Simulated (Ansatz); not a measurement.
# FH₃InNS: taking an electron away

One table from this session's results is given with a row withheld; the runs are named, their logs left out.

The runs use Ansatz 0.2.0, Gaussian basis; unrestricted cation, the program's frozen cores in correlated methods.

Levels to be run: UKS PBE-D4/def2-TZVPP; UKS r2SCAN-D4/def2-TZVPP; UKS PBE0-D4/def2-TZVPP; UKS B3LYP-D4/def2-TZVPP; UKS wB97X-V/def2-TZVPP; UKS wB97M-V/def2-TZVPP; UKS B2PLYP/def2-TZVPP; UHF-CCSD(T)/def2-TZVPP; UHF-MP2/def2-QZVPP; extrapolation to the limit; then −ε(HOMO) from the neutral's earlier runs with LDA (SPW92), PBE-D4, revPBE-D4, BLYP-D4, r2SCAN-D4, B97M-V, PBE0-D4, B3LYP-D4, r2SCANh-D4, r2SCAN0-D4, HSE06-D4, BHLYP-D4, CAM-B3LYP-D4, LC-ωPBE, ωB97X-V, ωB97M-V.

1 further run of the same task is left out (for a known fault of the program).

### The geometry

An earlier PBE0-D4 in a triple-zeta def2 set relaxation fixed the geometry. In takes the def2 core potential; no spin-orbit term is included.

7 atoms, charge 0, spin multiplicity 1.

Atoms are counted from 1 here; the program's logs count them from 0.

Bond lengths: N1–In2 2.006 Å, N1–H5 1.010 Å, N1–H6 1.011 Å, In2–F3 1.950 Å, In2–S4 2.358 Å, S4–H7 1.344 Å. Angles: In2–N1–H5 116.7°, In2–N1–H6 114.0°, H5–N1–H6 109.2°, N1–In2–F3 112.9°, N1–In2–S4 133.0°, F3–In2–S4 113.8°, In2–S4–H7 93.1°.

Geometry (Å):

```
N     0.9152    1.1645    0.2416
In    0.0608   -0.6486    0.1563
F     1.2278   -2.0696    0.8069
S    -2.1216   -1.3742   -0.3644
H     0.5874    1.8527   -0.4211
H     1.9261    1.1446    0.2267
H    -2.5345   -0.1374   -0.6918
```

The first run:

in.yaml

```yaml
crystal:
  periodic: [false, false, false]
  atoms:
    - {symbol: N, position_ang: [0.915242, 1.164517, 0.241604]}
    - {symbol: In, position_ang: [0.060770, -0.648631, 0.156323]}
    - {symbol: F, position_ang: [1.227848, -2.069565, 0.806875]}
    - {symbol: S, position_ang: [-2.121591, -1.374242, -0.364353]}
    - {symbol: H, position_ang: [0.587356, 1.852664, -0.421069]}
    - {symbol: H, position_ang: [1.926149, 1.144606, 0.226691]}
    - {symbol: H, position_ang: [-2.534474, -0.137449, -0.691770]}
basis:
  gaussian: {orbitals: def2-TZVPP}
total_charge: 1
magnetization: {spin_polarized: true, initial_magnetization: 1}
hamiltonian: {xc: pbe, dispersion: d4}
```

Run with:

```bash
$ ansatz run in.yaml --threads 2 --pin off --events-out ev --progress --plain --max-ram 32768MiB --backend cpu
```

Among the steps run: Cation, UKS PBE-D4/def2-TZVPP; Cation, UKS r2SCAN-D4/def2-TZVPP; Cation, UKS PBE0-D4/def2-TZVPP; Cation, UKS B3LYP-D4/def2-TZVPP; Cation, UKS wB97X-V/def2-TZVPP; Cation, UKS wB97M-V/def2-TZVPP; Cation, UKS B2PLYP (frozen core)/def2-TZVPP; Cation, UHF-CCSD(T)/def2-TZVPP; Cation, UHF-MP2/def2-QZVPP.

One of the session's tables, all rows but one given; the rest of the session is left out.

It belongs to the step «Ionisation energies side by side». For comparison, −ε(HOMO) of the neutral from earlier runs:

| functional | −ε(HOMO) (eV) |
| --- | --- |
| LDA (SPW92) | 6.57 |
| PBE-D4 | 6.38 |
| revPBE-D4 | 6.31 |
| BLYP-D4 | 6.24 |
| r2SCAN-D4 | 6.68 |
| B97M-V | 6.71 |
| PBE0-D4 | 7.72 |
| B3LYP-D4 | 7.47 |
| r2SCANh-D4 | 7.18 |
| r2SCAN0-D4 | ? |
| HSE06-D4 | 7.31 |
| BHLYP-D4 | 8.89 |
| CAM-B3LYP-D4 | 9.08 |
| LC-ωPBE | 10.49 |
| ωB97X-V | 10.10 |
| ωB97M-V | 9.96 |

Q: Estimate the row for r2SCAN0-D4 from the others.

Worked estimate for «−ε(HOMO) (eV)». Against the share of exact exchange, r2SCAN-D4 (0, 6.68), r2SCANh-D4 (0.1, 7.18) give a slope of 5.00 per unit share; at 0.25 the line stands at 7.93.

**Answer.** −ε(HOMO) (eV): 7.92. In «−ε(HOMO) (eV)» the line misses by +0.01.
